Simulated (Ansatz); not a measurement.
# SnGe18H3: the cost of one run

Method: DFT r2SCAN, scalar-relativistic, plane waves, PAW, in Ansatz 0.2.0.

**1. Starting point**

Symmetry: P3m1, No. 156, trigonal system. The conventional cell has a = 12.002 Å, b = 12.002 Å, c = 24.700 Å, α = 90.00°, β = 90.00°, γ = 120.00°. Around Ge (site symmetry m) lie 1 H at 1.50 Å. Ge (site symmetry m) has 4 Ge at 2.45 to 2.47 Å as nearest neighbours. Ge (site symmetry m) has 4 Ge at 2.44 to 2.49 Å as nearest neighbours. Ge (site symmetry 3m) is surrounded by 4 Ge at 2.38 to 2.44 Å. Around Ge (site symmetry 3m) lie 4 Ge at 2.38 to 2.48 Å. Ge (site symmetry m) has 3 Ge at 2.48 to 2.53 Å as nearest neighbours. Around H (site symmetry m) lie 1 Ge at 1.50 Å. Only part of the 26 independent sites is listed.

Structure file:

```
Ge H Sn
1.0
    12.00243    0.00000    0.00000
     6.00122   10.39441    0.00000
     0.00000    0.00000   24.69996
Ge H Sn
54 9 3
Cartesian
  0.0000 0.0000 8.5000
  2.0004 1.1549 9.3167
  2.0441 1.1297 11.7903
  12.0024 2.3099 12.4269
  12.0024 2.3099 14.8074
  0.0000 0.2317 16.1627
  2.0004 3.4648 8.5000
  4.0008 4.6197 9.3167
  3.9614 4.5970 11.7841
  14.0055 5.7542 12.7902
  14.0671 5.7298 15.3440
  1.7997 3.3489 16.1627
  4.0008 6.9296 8.5000
  6.0012 8.0845 9.3167
  6.0012 8.1301 11.7841
  16.0223 9.2474 12.7902
  16.0742 9.2062 15.3440
  4.1960 6.8169 16.1718
  4.0008 0.0000 8.5000
  6.0012 1.1549 9.3167
  6.0012 1.2509 11.8120
  3.9844 2.3224 12.7902
  3.9941 2.3880 15.3440
  4.0921 -0.0527 15.9232
  6.0012 3.4648 8.5000
  8.0016 4.6197 9.3167
  8.0411 4.5970 11.7841
  6.0012 5.7747 12.4356
  6.0012 5.7747 14.8224
  6.0012 3.6902 16.1718
  8.0016 6.9296 8.5000
  10.0020 8.0845 9.3167
  9.9189 8.0366 11.8120
  7.9826 9.2474 12.7902
  7.9306 9.2062 15.3440
  7.8065 6.8169 16.1718
  8.0016 0.0000 8.5000
  10.0020 1.1549 9.3167
  9.9584 1.1297 11.7903
  8.0180 2.3224 12.7902
  8.0083 2.3880 15.3440
  7.9103 -0.0527 15.9232
  10.0020 3.4648 8.5000
  12.0024 4.6197 9.3167
  12.0024 4.6701 11.7903
  9.9993 5.7542 12.7902
  9.9377 5.7298 15.3440
  10.2027 3.3489 16.1627
  12.0024 6.9296 8.5000
  14.0028 8.0845 9.3167
  14.0859 8.0366 11.8120
  12.0024 9.2395 12.3053
  12.0024 9.2395 14.7599
  12.0024 7.0350 15.9232
  0.0000 0.0000 7.0000
  2.0004 3.4648 7.0000
  4.0008 6.9296 7.0000
  4.0008 0.0000 7.0000
  6.0012 3.4648 7.0000
  8.0016 6.9296 7.0000
  8.0016 0.0000 7.0000
  10.0020 3.4648 7.0000
  12.0024 6.9296 7.0000
  6.0012 5.7747 18.1538
  12.0024 2.3099 18.1530
  12.0024 9.2395 17.6625
```

**2. Relaxing the atoms: Sn3Ge54H9 slab, no spin**

Contents of input.yaml:

```yaml
crystal:
  lattice:
    - [12.002431, 2.887e-07, 0.0]
    - [6.001215, 10.39441, 0.0]
    - [0.0, 0.0, 24.699958]
  atoms:
    - { symbol: Ge, position: [-1.111e-07, 2.222e-07, 0.34413] }
    - { symbol: Ge, position: [0.111111, 0.111111, 0.377193] }
    - { symbol: Ge, position: [0.115961, 0.108686, 0.477341] }
    - { symbol: Ge, position: [0.888889, 0.222222, 0.503116] }
    - { symbol: Ge, position: [0.888889, 0.222222, 0.599491] }
    - { symbol: Ge, position: [-0.011147, 0.022294, 0.654362] }
    - { symbol: H, position: [-1.111e-07, 2.222e-07, 0.283401] }
    - { symbol: Ge, position: [-1.111e-07, 0.333333, 0.34413] }
    - { symbol: Ge, position: [0.111111, 0.444444, 0.377193] }
    - { symbol: Ge, position: [0.10892, 0.442253, 0.477089] }
    - { symbol: Ge, position: [0.890097, 0.553588, 0.517823] }
    - { symbol: Ge, position: [0.896404, 0.551241, 0.621216] }
    - { symbol: Ge, position: [-0.011147, 0.322187, 0.654362] }
    - { symbol: H, position: [-1.111e-07, 0.333333, 0.283401] }
    - { symbol: Ge, position: [-1.111e-07, 0.666667, 0.34413] }
    - { symbol: Ge, position: [0.111111, 0.777778, 0.377193] }
    - { symbol: Ge, position: [0.10892, 0.78216, 0.477089] }
    - { symbol: Ge, position: [0.890097, 0.889649, 0.517823] }
    - { symbol: Ge, position: [0.896404, 0.885688, 0.621216] }
    - { symbol: Ge, position: [0.021682, 0.655826, 0.65473] }
    - { symbol: H, position: [-1.111e-07, 0.666667, 0.283401] }
    - { symbol: Ge, position: [0.333333, 5.56e-08, 0.34413] }
    - { symbol: Ge, position: [0.444444, 0.111111, 0.377193] }
    - { symbol: Ge, position: [0.439828, 0.120343, 0.47822] }
    - { symbol: Ge, position: [0.220255, 0.22343, 0.517823] }
    - { symbol: Ge, position: [0.217908, 0.229738, 0.621216] }
    - { symbol: Ge, position: [0.343476, -0.0050715, 0.644665] }
    - { symbol: H, position: [0.333333, 5.56e-08, 0.283401] }
    - { symbol: Ge, position: [0.333333, 0.333333, 0.34413] }
    - { symbol: Ge, position: [0.444445, 0.444444, 0.377193] }
    - { symbol: Ge, position: [0.448827, 0.442253, 0.477089] }
    - { symbol: Ge, position: [0.222222, 0.555556, 0.503466] }
    - { symbol: Ge, position: [0.222222, 0.555556, 0.600098] }
    - { symbol: Ge, position: [0.322493, 0.355015, 0.65473] }
    - { symbol: H, position: [0.333333, 0.333333, 0.283401] }
    - { symbol: Ge, position: [0.333333, 0.666667, 0.34413] }
    - { symbol: Ge, position: [0.444444, 0.777778, 0.377193] }
    - { symbol: Ge, position: [0.439828, 0.773162, 0.47822] }
    - { symbol: Ge, position: [0.220255, 0.889649, 0.517823] }
    - { symbol: Ge, position: [0.217908, 0.885688, 0.621216] }
    - { symbol: Ge, position: [0.322493, 0.655826, 0.65473] }
    - { symbol: H, position: [0.333333, 0.666667, 0.283401] }
    - { symbol: Ge, position: [0.666667, 5.56e-08, 0.34413] }
    - { symbol: Ge, position: [0.777778, 0.111111, 0.377193] }
    - { symbol: Ge, position: [0.775353, 0.108686, 0.477341] }
    - { symbol: Ge, position: [0.556316, 0.22343, 0.517823] }
    - { symbol: Ge, position: [0.552354, 0.229738, 0.621216] }
    - { symbol: Ge, position: [0.661595, -0.0050715, 0.644665] }
    - { symbol: H, position: [0.666667, 5.56e-08, 0.283401] }
    - { symbol: Ge, position: [0.666667, 0.333333, 0.34413] }
    - { symbol: Ge, position: [0.777778, 0.444444, 0.377193] }
    - { symbol: Ge, position: [0.775353, 0.449294, 0.477341] }
    - { symbol: Ge, position: [0.556316, 0.553588, 0.517823] }
    - { symbol: Ge, position: [0.552354, 0.551241, 0.621216] }
    - { symbol: Ge, position: [0.68896, 0.322187, 0.654362] }
    - { symbol: H, position: [0.666667, 0.333333, 0.283401] }
    - { symbol: Ge, position: [0.666667, 0.666667, 0.34413] }
    - { symbol: Ge, position: [0.777778, 0.777778, 0.377193] }
    - { symbol: Ge, position: [0.78701, 0.773162, 0.47822] }
    - { symbol: Ge, position: [0.555556, 0.888889, 0.498191] }
    - { symbol: Ge, position: [0.555556, 0.888889, 0.597568] }
    - { symbol: Ge, position: [0.661595, 0.67681, 0.644665] }
    - { symbol: H, position: [0.666667, 0.666667, 0.283401] }
    - { symbol: Sn, position: [0.222222, 0.555556, 0.734974] }
    - { symbol: Sn, position: [0.888889, 0.222222, 0.734942] }
    - { symbol: Sn, position: [0.555556, 0.888889, 0.715082] }
scf:
  occupations: { method: gaussian, width: 0.01 }
output:
  forces: true
  write_density: true
  write_potential: true
  elf: true
  volumetric_format: npy
hamiltonian:
  xc: r2scan
kpoints:
  mp_grid: { grid: [4, 4, 1] }
efield:
  axis: 3
  dipole_correction: true
relax:
  f_tol: 0.003
  max_steps: 120
  constraints:
    - { sites: [0, 1, 6, 7, 8, 13, 14, 15, 20, 21, 22, 27, 28, 29, 34, 35, 36, 41, 42, 43, 48, 49, 50, 55, 56, 57, 62] }
```

Run with:

```bash
> ansatz run input.yaml --threads 8 --pin off --max-ram 15360MiB --backend cpu --events-out ev --progress --plain --runs-dir out
```

Q: Estimate wall time and peak memory on 8 threads of Intel Xeon Platinum 8488C (Sapphire Rapids), shared host.

About 42 min, with a peak of 14 GiB.
